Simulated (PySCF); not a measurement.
# B3GeH8N: electronic excitations and core binding energies

Aim: predict the electronic excitations and core binding energies of B3GeH8N (`BN(B)[BH][GeH3]`).

The runs use PySCF 2.14.0, with density-fitted response routines of our own; the level of theory stands in each step. All values are computed, except where a source is named. Atoms count from 0, in the outputs and in this text.

**1. The starting structure**

13 atoms, charge 0, multiplicity 1; geometry from: GFN2-xTB.

Bonds of the start (Å): B0–N1 1.44, N1–B2 1.43, N1–B3 1.43, B3–Ge4 2.02, B0–H5 1.17, B0–H6 1.17, B2–H7 1.17, B2–H8 1.17, B3–H9 1.17, Ge4–H10 1.50, Ge4–H11 1.50, Ge4–H12 1.50.

**2. Ultraviolet spectrum: CAM-B3LYP/def2-SVPD**

The job: settings as JSON, then the geometry in Å.

```
{"job": {"kind": "uv", "xc": "CAM-B3LYP", "basis": "def2-SVPD", "nstates": 8, "ntriplets": 3}, "charge": 0, "multiplicity": 1}
B     -1.673224     1.557200    -0.204876
N     -0.762178     0.482505     0.077895
B     -1.192982    -0.618473     0.889116
B      0.566385     0.531786    -0.453695
Ge     1.905591    -0.968811    -0.308878
H     -1.298511     2.487747    -0.805399
H     -2.779705     1.489191     0.164644
H     -2.288566    -0.644161     1.294623
H     -0.441650    -1.477766     1.152353
H      0.884231     1.508197    -1.020268
H      3.169884    -0.754216    -1.091126
H      2.434323    -1.265770     1.062552
H      1.472014    -2.326942    -0.774669
```

Method: TDDFT CAM-B3LYP/def2-SVPD, vertical, gas phase, core orbitals frozen in the response.

Run with:

```
$ OMP_NUM_THREADS=1 python probes_run.py task.json out
```

The driver reads the jobs from task.json and runs them one after another.

What it wrote:

```text
coarse grid: 47856 points
cycle   1  E = -2210.7897335816  dE = -2.582e-01  |g| = 4.602e-01  |ddm| = 5.699e+00
cycle   2  E = -2210.7980576112  dE = -8.324e-03  |g| = 4.516e-01  |ddm| = 1.056e+00
cycle   3  E = -2210.8255451910  dE = -2.749e-02  |g| = 4.474e-02  |ddm| = 4.823e-01
cycle   4  E = -2210.8259415729  dE = -3.964e-04  |g| = 2.976e-02  |ddm| = 1.202e-01
cycle   5  E = -2210.8261106130  dE = -1.690e-04  |g| = 2.771e-03  |ddm| = 3.879e-02
cycle   6  E = -2210.8261127363  dE = -2.123e-06  |g| = 6.369e-04  |ddm| = 9.579e-03
final grid: 100632 points
cycle   7  E = -2210.8260695521  dE = -1.493e-07  |g| = 3.809e-04  |ddm| = 5.249e-03
cycle   8  E = -2210.8260695784  dE = -2.629e-08  |g| = 2.952e-04  |ddm| = 1.498e-03
cycle   9  E = -2210.8260696006  dE = -2.223e-08  |g| = 3.537e-05  |ddm| = 5.545e-04
cycle  10  E = -2210.8260696010  dE = -3.465e-10  |g| = 1.422e-05  |ddm| = 9.019e-05
converged SCF energy = -2210.8260696010

Static polarisability (au): isotropic 79.288, principal 60.731 79.696 97.436

Singlet excitations
state   eV       nm        f      main configurations
  1   4.7694    260.0   0.00414   H->L 0.95
  2   5.8831    210.7   0.00106   H->L+1 0.54, H-3->L+1 0.21, H-4->L 0.09
  3   6.0524    204.9   0.00096   H-1->L 0.35, H-3->L 0.19, H-4->L+1 0.18
  4   6.2747    197.6   0.00437   H-1->L 0.28, H->L+1 0.28, H-3->L+1 0.19
  5   6.3977    193.8   0.00184   H-1->L 0.28, H-4->L+1 0.24, H-3->L 0.22
  6   6.6872    185.4   0.10209   H-2->L 0.90
  7   6.8735    180.4   0.01441   H-4->L 0.60, H-3->L+1 0.12
  8   7.0020    177.1   0.00414   H-3->L 0.49, H-4->L+1 0.37

Triplet excitations (Tamm-Dancoff, eV): 4.0876 5.3434 5.5645
```

It took 50 s on 1 thread of Arm Neoverse N1, shared host; peak memory 0.76 GiB.

Frontier orbitals and where they lie:

| orbital | eV | atoms |
| --- | --- | --- |
| HOMO−3 | -11.06 | B0 20 %, B2 19 %, H5 11 % |
| HOMO−2 | -10.63 | Ge4 40 %, H11 24 %, H12 22 % |
| HOMO−1 | -10.37 | Ge4 37 %, H10 28 %, H12 8 % |
| HOMO | -9.69 | B3 31 %, Ge4 28 %, H9 11 % |
| LUMO | -1.00 | B3 38 %, Ge4 13 %, B2 13 % |
| LUMO+1 | -0.60 | B0 35 %, B2 26 %, N1 14 % |
| LUMO+2 | 0.95 | Ge4 29 %, B3 21 %, B2 17 % |

With each of the 8 states as a Gaussian band of 0.4 eV half-width at 1/e, the curve within the window shown has maxima at 260 nm (ε 170), 185 nm (ε 4,800) L/(mol cm). Beyond the last state computed it falls off for lack of states. The curve at chosen wavelengths:

nm, ε (L/mol/cm) and a bar:
```
      170        671 ####
      175       2073 #############
      180       3919 ########################
      185       4810 ##############################
      190       4080 #########################
      195       2562 ################
      200       1296 ########
      206        500 ###
      211        230 #
      216        112 #
      221         58 
      226         33 
      231         29 
      236         42 
      241         70 
      246        105 #
      251        139 #
      256        161 #
      261        167 #
      267        153 #
      272        128 #
      277         99 #
      282         71 
      287         48 
      292         31 
      297         19
```

Ground-state properties from the same run:

| property | computed |
| --- | --- |
| dipole moment (D) | 1.11 |
| polarisability (Å³) | 11.75 |
| HOMO–LUMO gap (eV) | 8.69 |
| −ε(HOMO) (eV) | 9.69 |

**3. X-ray photoelectron lines: SCAN, X2C**

The job, as its differences from that of step 2:

```diff
@@ -1,2 +1,2 @@
-{"job": {"kind": "uv", "xc": "CAM-B3LYP", "basis": "def2-SVPD", "nstates": 8, "ntriplets": 3}, "charge": 0, "multiplicity": 1}
+{"job": {"kind": "xps"}, "charge": 0, "multiplicity": 1}
 B     -1.673224     1.557200    -0.204876
```

Method: delta-SCF UKS SCAN, pcX-2 on the ionised atom, pcseg-1 elsewhere, spin-free X2C.

What it wrote:

```text
ground state, core basis on atom 0 (B), 154 functions
  cycle   1  E = -2228.02953811  |g| = 3.44e-01
  cycle   2  E = -2228.00143403  |g| = 4.89e-01
  cycle   3  E = -2228.05689951  |g| = 8.36e-02
  cycle   4  E = -2228.05865980  |g| = 1.49e-02
  cycle   5  E = -2228.05872185  |g| = 5.88e-03
  cycle   6  E = -2228.05873491  |g| = 1.39e-03
  cycle   7  E = -2228.05872950  |g| = 4.73e-04
  E(ground) = -2228.19707433 Eh
hole in B 1s of atom 0
  cycle   1  E = -2220.42963124  |g| = 1.15e+00
  cycle   2  E = -2218.31695518  |g| = 1.90e+00
  cycle   3  E = -2220.65119758  |g| = 4.87e-01
  cycle   4  E = -2220.81864410  |g| = 2.08e-01
  cycle   5  E = -2220.81394985  |g| = 2.21e-01
  cycle   6  E = -2220.83934367  |g| = 2.71e-02
  cycle   7  E = -2220.83979756  |g| = 1.19e-02
  cycle   8  E = -2220.83992144  |g| = 7.87e-03
  cycle   9  E = -2220.83999245  |g| = 4.80e-03
  cycle  10  E = -2220.84002211  |g| = 4.34e-03
  cycle  11  E = -2220.84005409  |g| = 1.99e-03
  cycle  12  E = -2220.84006031  |g| = 1.22e-03
  cycle  13  E = -2220.84006214  |g| = 4.78e-04
  E(ion) = -2220.97803751 Eh   <S^2> = 0.8703   hole on atom = 1.000   binding energy = 196.440 eV
ground state, core basis on atom 1 (N), 154 functions
  cycle   1  E = -2228.07794422  |g| = 7.16e-02
  cycle   2  E = -2228.07794627  |g| = 6.32e-03
  cycle   3  E = -2228.07794502  |g| = 7.29e-03
  cycle   4  E = -2228.07795825  |g| = 6.77e-04
  cycle   5  E = -2228.07795700  |g| = 1.76e-04
  E(ground) = -2228.21334531 Eh
hole in N 1s of atom 1
  cycle   1  E = -2212.46913250  |g| = 1.87e+00
  cycle   2  E = -2211.58245376  |g| = 2.17e+00
  cycle   3  E = -2213.09550209  |g| = 4.33e-01
  cycle   4  E = -2213.15546570  |g| = 1.93e-01
  cycle   5  E = -2213.18229968  |g| = 6.10e-02
  cycle   6  E = -2213.18466901  |g| = 8.79e-03
  cycle   7  E = -2213.18470530  |g| = 3.51e-03
  cycle   8  E = -2213.18471595  |g| = 8.06e-04
  cycle   9  E = -2213.18471723  |g| = 2.50e-04
  E(ion) = -2213.31725456 Eh   <S^2> = 0.7647   hole on atom = 1.000   binding energy = 405.343 eV
ground state, core basis on atom 3 (B), 154 functions
  cycle   1  E = -2228.05826484  |g| = 4.98e-02
  cycle   2  E = -2228.05811354  |g| = 3.42e-02
  cycle   3  E = -2228.05833345  |g| = 1.98e-02
  cycle   4  E = -2228.05842689  |g| = 4.28e-03
  cycle   5  E = -2228.05843696  |g| = 6.61e-04
  cycle   6  E = -2228.05843386  |g| = 9.17e-05
  E(ground) = -2228.19738669 Eh
hole in B 1s of atom 3
  cycle   1  E = -2220.41634436  |g| = 1.17e+00
  cycle   2  E = -2218.43740945  |g| = 2.04e+00
  cycle   3  E = -2220.71345693  |g| = 4.35e-01
  cycle   4  E = -2220.82715167  |g| = 1.67e-01
  cycle   5  E = -2220.83590722  |g| = 1.17e-01
  cycle   6  E = -2220.84317746  |g| = 2.83e-02
  cycle   7  E = -2220.84360419  |g| = 8.18e-03
  cycle   8  E = -2220.84366680  |g| = 4.47e-03
  cycle   9  E = -2220.84368826  |g| = 1.92e-03
  cycle  10  E = -2220.84369517  |g| = 7.58e-04
  cycle  11  E = -2220.84369531  |g| = 2.61e-04
  E(ion) = -2220.98186064 Eh   <S^2> = 0.7929   hole on atom = 1.000   binding energy = 196.344 eV
```

Run time: 55 s. Hardware: 1 thread of Arm Neoverse N1, shared host; peak memory 0.48 GiB.

The holes in one table. −ε is the ground-state orbital energy:

| hole | stands for | environment | ΔSCF (eV) | −ε (eV) | ⟨S²⟩ |
| --- | --- | --- | --- | --- | --- |
| B1s on B0 | B0, B2 | boron bonded to N, 2 H | 196.44 (doubtful) | 180.7 | 0.870 |
| N1s on N1 | N1 | nitrogen bonded to 3 B | 405.34 | 386.6 | 0.765 |
| B1s on B3 | B3 | boron bonded to Ge, N, H | 196.34 | 181.0 | 0.793 |

Each hole run stands for the others of its class of like atoms.

Doubtful: the ion did not converge, its hole moved, or its ⟨S²⟩ is well above 0.75.

**4. Results**

| quantity | value |
| --- | --- |
| lowest singlet (CAM-B3LYP/def2-SVPD) | 4.77 eV (260 nm), f = 0.004 |
| brightest single state of those computed | state 6, 6.69 eV, f = 0.102 |
| lowest triplet | 4.09 eV |
| N1s binding energies, SCAN/pcX-2 | N1 405.34 eV |
| B1s binding energies, SCAN/pcX-2 (standing for 1 of 3 atoms) | B3 196.34 eV |

The first singlet state (HOMO→LUMO 0.95) lies at 4.77 eV and is weak; of the 8 states computed, the strongest absorption comes from state 6 at 6.69 eV. The lowest triplet lies 0.68 eV below the lowest singlet (triplets in Tamm-Dancoff, singlets in full TDDFT).
